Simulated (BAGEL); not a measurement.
# C2H5AlSi (SMILES [AlH2][C]#C[SiH3]): HF/STO-3G (density fitting with qzvpp-jkfit)

Aim: the energy change on altering one bond length of C2H5AlSi at HF/STO-3G (density fitting with qzvpp-jkfit), from 2 runs. 

Program for the calculation: BAGEL 1.2.2.

## 1. The structure to begin with

C2H5AlSi: 9 atoms, total charge 0, spin state singlet. SMILES: `[AlH2][C]#C[SiH3]`. The shape comes from GFN2-xTB, which is rough for such elements, and wasn't checked as a minimum.

Bond lengths: Al1–C2 1.943 Å, C2–C3 1.223 Å, C3–Si4 1.854 Å, Al1–H5 1.552 Å, Al1–H6 1.552 Å, Si4–H7 1.465 Å, Si4–H8 1.465 Å, Si4–H9 1.465 Å. Some angles: Al1–C2–C3 179.8°, C2–C3–Si4 179.8°, C2–Al1–H5 122.9°, C2–Al1–H6 122.8°, C3–Si4–H7 108.0°, C3–Si4–H8 107.9°, C3–Si4–H9 108.2°, H5–Al1–H6 114.4°, H7–Si4–H8 110.9°, H7–Si4–H9 110.9°.

## 2. A single-point energy at HF/STO-3G (density fitting with qzvpp-jkfit)

job.json

```json
{ "bagel" : [

{
  "title" : "molecule",
  "basis" : "sto-3g",
  "df_basis" : "qzvpp-jkfit",
  "angstrom" : "true",
  "geometry" : [
    { "atom" : "Al", "xyz" : [      -0.616830,       2.371580,      -1.277520 ] },
    { "atom" : "C", "xyz" : [      -0.186090,       0.704560,      -0.376640 ] },
    { "atom" : "C", "xyz" : [       0.087650,      -0.346640,       0.186330 ] },
    { "atom" : "Si", "xyz" : [       0.504000,      -1.936970,       1.043990 ] },
    { "atom" : "H", "xyz" : [      -0.791060,       2.477120,      -2.816330 ] },
    { "atom" : "H", "xyz" : [      -0.816890,       3.709690,      -0.517070 ] },
    { "atom" : "H", "xyz" : [      -0.185130,      -3.022820,       0.341490 ] },
    { "atom" : "H", "xyz" : [       1.957090,      -2.115900,       0.983090 ] },
    { "atom" : "H", "xyz" : [       0.047260,      -1.840610,       2.432660 ] }
  ]
},

{
  "title" : "hf",
  "charge" : 0
},

{
  "title" : "print",
  "file" : "orbitals.molden",
  "orbitals" : "true"
}

]}
```

Started as:

```bash
$ BAGEL_NUM_THREADS=1 BAGEL job.json > job.out
```

Standard output:

```text
* using 1 threads per process

  ===============================================================
  ===============================================================

  *** Geometry ***

  { "atom" : "Al", "xyz" : [     -1.165640,      4.481637,     -2.414163 ] },
  { "atom" : "C", "xyz" : [     -0.351659,      1.331425,     -0.711746 ] },
  { "atom" : "C", "xyz" : [      0.165634,     -0.655055,      0.352113 ] },
  { "atom" : "Si", "xyz" : [      0.952422,     -3.660343,      1.972855 ] },
  { "atom" : "H", "xyz" : [     -1.494887,      4.681078,     -5.322092 ] },
  { "atom" : "H", "xyz" : [     -1.543698,      7.010298,     -0.977121 ] },
  { "atom" : "H", "xyz" : [     -0.349845,     -5.712302,      0.645323 ] },
  { "atom" : "H", "xyz" : [      3.698364,     -3.998472,      1.857771 ] },
  { "atom" : "H", "xyz" : [      0.089308,     -3.478249,      4.597061 ] },

  Number of auxiliary basis functions:      496

  Since a DF basis is specified, we compute 2- and 3-index integrals:
    o Being stored without compression. Storage requirement is 0.004 GB

  Number of basis functions:       33
  Number of electrons      :       44

    * METHOD: MOLECULE                             0.19

  *** RHF ***

  === Nuclear Repulsion ===
   148.5544864022

      * DIIS with orbital gradients will be used.

  === RHF iteration (sto-3g) ===
      0       -602.23058284          0.00910929           0.03
      1       -602.27758369          0.00211811           0.03
      2       -602.28002499          0.00088472           0.03
      3       -602.28024506          0.00054541           0.03
      4       -602.28031897          0.00005592           0.03
      5       -602.28032163          0.00003153           0.03
      6       -602.28032290          0.00000949           0.03
      7       -602.28032302          0.00000104           0.03
      8       -602.28032302          0.00000018           0.03
      9       -602.28032302          0.00000005           0.03
     10       -602.28032302          0.00000003           0.03
     11       -602.28032302          0.00000000           0.03
    * SCF iteration converged.

    * Permanent dipole moment:
           (   -0.008640,     0.022129,    -0.011982) a.u.

    * METHOD: HF                                   0.42

    * METHOD: PRINT                                0.00

  ===============================================================
```

It took 0.79 s on 1 thread of Arm Neoverse V2, shared host.

## 3. The distorted shape

input.json

```json
{ "bagel" : [

{
  "title" : "molecule",
  "basis" : "sto-3g",
  "df_basis" : "qzvpp-jkfit",
  "angstrom" : "true",
  "geometry" : [
    { "atom" : "Al", "xyz" : [   -0.529710,    2.318807,   -0.508067 ] },
    { "atom" : "C", "xyz" : [   -0.098970,    0.651787,    0.392813 ] },
    { "atom" : "C", "xyz" : [    0.174770,   -0.399413,    0.955783 ] },
    { "atom" : "Si", "xyz" : [    0.591120,   -1.989743,    1.813443 ] },
    { "atom" : "H", "xyz" : [   -0.791060,    2.477120,   -2.816330 ] },
    { "atom" : "H", "xyz" : [   -0.729770,    3.656917,    0.252383 ] },
    { "atom" : "H", "xyz" : [   -0.098010,   -3.075593,    1.110943 ] },
    { "atom" : "H", "xyz" : [    2.044210,   -2.168673,    1.752543 ] },
    { "atom" : "H", "xyz" : [    0.134380,   -1.893383,    3.202113 ] }
  ]
},
{
  "title" : "hf"
},
{
  "title" : "print",
  "file" : "orbitals.molden",
  "orbitals" : "true"
}

]}
```

Started as:

```bash
$ BAGEL_NUM_THREADS=1 BAGEL input.json > input.out
```

Standard output:

```text
* using 1 threads per process

  ===============================================================
  ===============================================================

  *** Geometry ***

  { "atom" : "Al", "xyz" : [     -1.001007,      4.381910,     -0.960107 ] },
  { "atom" : "C", "xyz" : [     -0.187026,      1.231699,      0.742309 ] },
  { "atom" : "C", "xyz" : [      0.330267,     -0.754781,      1.806168 ] },
  { "atom" : "Si", "xyz" : [      1.117055,     -3.760069,      3.426911 ] },
  { "atom" : "H", "xyz" : [     -1.494887,      4.681078,     -5.322092 ] },
  { "atom" : "H", "xyz" : [     -1.379065,      6.910572,      0.476935 ] },
  { "atom" : "H", "xyz" : [     -0.185212,     -5.812028,      2.099378 ] },
  { "atom" : "H", "xyz" : [      3.862997,     -4.098198,      3.311826 ] },
  { "atom" : "H", "xyz" : [      0.253941,     -3.577975,      6.051117 ] },

  Number of auxiliary basis functions:      496

  Since a DF basis is specified, we compute 2- and 3-index integrals:
    o Being stored without compression. Storage requirement is 0.004 GB

  Number of basis functions:       33
  Number of electrons      :       44

    * METHOD: MOLECULE                             0.19

  *** RHF ***

  === Nuclear Repulsion ===
   146.6244367648

      * DIIS with orbital gradients will be used.

  === RHF iteration (sto-3g) ===
      0       -602.03575918          0.01221934           0.03
      1       -602.12285289          0.00327258           0.03
      2       -602.12765269          0.00130896           0.03
      3       -602.12819366          0.00081964           0.03
      4       -602.12836575          0.00006556           0.03
      5       -602.12836878          0.00003788           0.03
      6       -602.12837038          0.00001676           0.03
      7       -602.12837075          0.00000342           0.03
      8       -602.12837076          0.00000066           0.03
      9       -602.12837076          0.00000036           0.03
     10       -602.12837076          0.00000013           0.03
     11       -602.12837076          0.00000003           0.03
     12       -602.12837076          0.00000001           0.03
     13       -602.12837076          0.00000001           0.03
    * SCF iteration converged.

    * Permanent dipole moment:
           (   -0.087186,     0.117899,    -0.608019) a.u.

    * METHOD: HF                                   0.47

    * METHOD: PRINT                                0.00

  ===============================================================
```

Wall time 0.83 s (1 thread of Arm Neoverse V2, shared host).

## 4. What came out

Level: HF/STO-3G (density fitting with qzvpp-jkfit).

| quantity | value |
| --- | --- |
| first shape: total energy | -602.28032 Eh |
| first shape: dipole moment | 0.07 D |
| first shape: HOMO energy | -7.46 eV |
| first shape: LUMO energy | 7.79 eV |
| first shape: HOMO–LUMO gap | 15.25 eV |
| distorted shape: total energy | -602.12837 Eh |
| distorted shape: dipole moment | 1.59 D |
| distorted shape: HOMO energy | -5.97 eV |
| distorted shape: LUMO energy | 6.84 eV |
| distorted shape: HOMO–LUMO gap | 12.81 eV |
| energy change with the Al1–H5 bond stretched from 1.552 to 2.328 Å | 4.135 eV |

What this shows: With the Al1–H5 bond stretched from 1.552 to 2.328 Å the energy rises by 4.13 eV (95 kcal/mol). The first shape isn't relaxed at this level, so the change isn't measured from a minimum. The minimal basis adds a large error of its own.
